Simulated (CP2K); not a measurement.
The system is HfGe.

```
Hf Ge
1.0
     3.21967    0.00000    0.00000
     0.00000    3.21967    0.00000
     0.00000    0.00000    4.10843
Hf Ge
1 1
Direct
  0.50000 0.50000 0.00000
  0.00000 0.00000 0.00000
```

The cell was built by a generator and needn't be a form met in nature.

Base run:

```yaml
Program: CP2K 2026.2
Functional: PBE
Potentials_or_basis: POTENTIAL_UZH Hf GTH-PBE-q12, Ge GTH-PBE-q4; TZVP-MOLOPT-PBE-GTH basis
Density_cutoff: 9184 eV
k_mesh: 8 × 8 × 7
Occupations: fermi-dirac, width 0.05 eV
Spin: no spin polarisation
```

Its results: band gap on the k mesh none (metal or under the smearing width); pressure 61.6 GPa.

Task: The run is repeated on the same cell with these changes: functional from PBE to PBEsol. What comes out?

Result: Band gap on the k mesh none (metal or under the smearing width); pressure 59.2 GPa.

PBEsol binds more tightly than PBE, so the same cell stands under less pressure.

Caveats: a pressure of tens of GPa on the cell as given is suspect, and the run, the potentials or the cell itself is likely at fault; spin-orbit coupling is left out, which moves the levels of the heavy elements; the basis of atomic orbitals isn't converged, which shifts pressures, moduli and gaps; the potentials were made for another functional, which shifts forces and pressure (some runs).
